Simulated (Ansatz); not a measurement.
CH6GeTe, SMILES C[Te][GeH3], energies of removing a hydrogen

Computed with Ansatz 0.2.0, Python API.

The script reads `ch6gete.xyz`:
```text
9

C    -0.72750    1.11480   -0.94840
Te    1.29710    0.64140   -0.85720
Ge    0.75000   -1.13290    0.89990
H    -1.28930    0.28210   -1.27500
H    -0.91540    1.96640   -1.71820
H    -1.12340    1.51850    0.03480
H     2.12200   -1.83930    1.34240
H    -0.16290   -2.15820    0.31510
H     0.13790   -0.43920    2.18940
```

`bde.py`:
```python
# -*- coding: utf-8 -*-
from dataclasses import dataclass

import ansatz


@dataclass(frozen=True)
class RunConfig:
    basis_set: str = "def2-SVP"
    functional: str = "pbe0"


cfg = RunConfig()


def energy(molecule, charge=0, unpaired=0):
    calc = (
        molecule.calculation()
        .basis(gaussian=cfg.basis_set)
        .functional(cfg.functional)
    )
    if charge:
        calc = calc.charge(charge)
    if unpaired:
        calc = calc.spin("collinear", total=unpaired)
    return calc.run(threads=1, backend="cpu").report["free_energy_ev"]

def without(molecule, index):
    rest = ansatz.Crystal.molecule()
    for i, site in enumerate(molecule.cartesian_sites):
        if i != index:
            rest = rest.atom(site.symbol, site.position_ang)
    return rest

geometry = ansatz.Crystal.molecule_from_extxyz("ch6gete.xyz")

whole = energy(geometry, 0)
hydrogen = energy(ansatz.Crystal.molecule().atom("H", (0, 0, 0)), 0, 1)
print(f"E(molecule) = {whole:.5f} eV, E(H) = {hydrogen:.5f} eV")
for index in [5, 8]:
    radical = energy(without(geometry, index), 0, 1)
    print(f"H{index}: homolysis {(radical + hydrogen - whole):.3f} eV")
```

```console
$ python bde.py
E(molecule) = -64930.04288 eV, E(H) = -13.61361 eV
H5: homolysis 4.605 eV
H8: homolysis 3.482 eV
```

Total energies depend on the basis set; only differences at equal settings carry meaning. The geometry is a force-field or estimated start, not a minimum of this method, and the basis set is short of its limit. All parts are taken at fixed geometry, without zero-point energy. def2 sets replace the cores of elements past krypton by effective core potentials. The spin-orbit lowering of heavy atoms is left out. Timing: 21 s on 1 thread of Arm Neoverse V1, on a shared host, peak memory 0.36 GiB.
